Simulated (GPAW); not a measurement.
Runs of GPAW 26.7.0 on GaGe3. It takes space group Fm-3m (No. 225, cubic). The conventional cell has a = 6.774 Å, b = 6.774 Å, c = 6.774 Å, α = 90.00°, β = 90.00°, γ = 90.00°. Around Ge (site symmetry m-3m) lie 8 Ge at 2.93 Å. Around Ge (site symmetry -43m) lie 4 Ge at 2.93 Å and 4 Ga at 2.93 Å. Ga (site symmetry m-3m) is surrounded by 8 Ge at 2.93 Å. The cell comes from a database or a generator and needn't be the stable form of this composition.

```tsv
task	level	potentials or basis	cell	k mesh	cutoff (eV)	maxiter	convergence	gap on the mesh (eV)	pressure (GPa)
single point	LDA	the program's PAW data sets (release 1.2.1) made for this functional, pw	as given	6 × 6 × 6	450	120	default	none	-4.7
single point	PBE	GPAW PAW data sets (gpaw-data 1.2.1), pw	as given	6 × 6 × 6	450	120	default	none	0.2
single point	PBE	GPAW PAW data sets (gpaw-data 1.2.1), pw	as given	7 × 7 × 7	600	150	-	none	(a)
single point	PBE	GPAW PAW data sets (gpaw-data 1.2.1), pw	atoms moved at random, drawn with an rms of 0.05 Å	7 × 7 × 7	600	150	-	none	-0.7
```

Alike in all rows: no spin polarisation; smearing fermi-dirac 0.05 eV.

Task: Fill in the values left out.

Result: (a) -0.8.

Caveats: the cutoff is short for stress and forces, so pressures can be off by a GPa or more (some runs).

A k mesh can miss the band edges, and the runs leave out spin-orbit coupling on Ga, Ge.

A gap of «none» marks a metal or a gap under the smearing width.
